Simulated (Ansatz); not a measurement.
# LuSi2Ru2: the cost of one run

Method: reference: DFT r2SCAN, plane waves, PAW, scalar-relativistic, no spin polarisation, in Ansatz 0.2.0.

### 1 The structure to begin with

Symmetry: I4/mmm, No. 139, tetragonal system. The conventional cell has a = 4.058 Å, b = 4.058 Å, c = 9.961 Å, α = 90.00°, β = 90.00°, γ = 90.00°. Si (site symmetry 4mm) has 4 Ru at 2.32 Å and 1 Si at 2.75 Å and 4 Lu at 3.18 Å as nearest neighbours. Around Lu (site symmetry 4/mmm) lie 10 Si at 3.18 to 3.61 Å and 8 Ru at 3.21 Å. Around Ru (site symmetry -4m2) lie 4 Si at 2.32 Å.

Structure file:

```
Si Lu Ru
1.0
     0.00000    4.05841    0.00000
     4.05841    0.00000    0.00000
     2.02920    2.02920   -4.98054
Si Lu Ru
2 1 2
Direct
  0.36200 0.36200 0.27600
  0.63800 0.63800 0.72400
  0.00000 0.00000 0.00000
  0.75000 0.25000 0.50000
  0.25000 0.75000 0.50000
```

### 2 The reference run

Contents of input.yaml:

```yaml
crystal:
  lattice:
    - [0.0, 4.058409, 0.0]
    - [4.058409, 0.0, 0.0]
    - [2.029205, 2.029205, -4.980545]
  atoms:
    - { symbol: Si, position: [0.362, 0.362, 0.276] }
    - { symbol: Si, position: [0.638, 0.638, 0.724] }
    - { symbol: Lu, position: [0.0, 0.0, 0.0] }
    - { symbol: Ru, position: [0.75, 0.25, 0.5] }
    - { symbol: Ru, position: [0.25, 0.75, 0.5] }
  symmetry: { tolerance: 0.0003 }
kpoints:
  mp_grid: { grid: [5, 5, 5], shift: [0, 0, 0] }
magnetization:
  spin_polarized: false
scf:
  occupations: { method: fermi_dirac }
hamiltonian:
  pseudopotentials: { kind: paw }
  xc: r2scan
basis:
  ecutwfc: 500
output:
  forces: true
  stress: true
  eigenvalues: true
  write_density: true
  write_potential: true
  elf: true
  volumetric_format: npy
relax:
  max_steps: 40
  cell: {}
```

Run with:

```sh
> ansatz run input.yaml --threads 1 --pin off --max-ram 2560MiB --backend cpu --events-out ev --progress --plain --runs-dir out
```

Q: Estimate wall time and peak memory on 1 thread of Intel Xeon 6975P-C (Granite Rapids), shared host.

About 30 s, with a peak of 0.66 GiB.
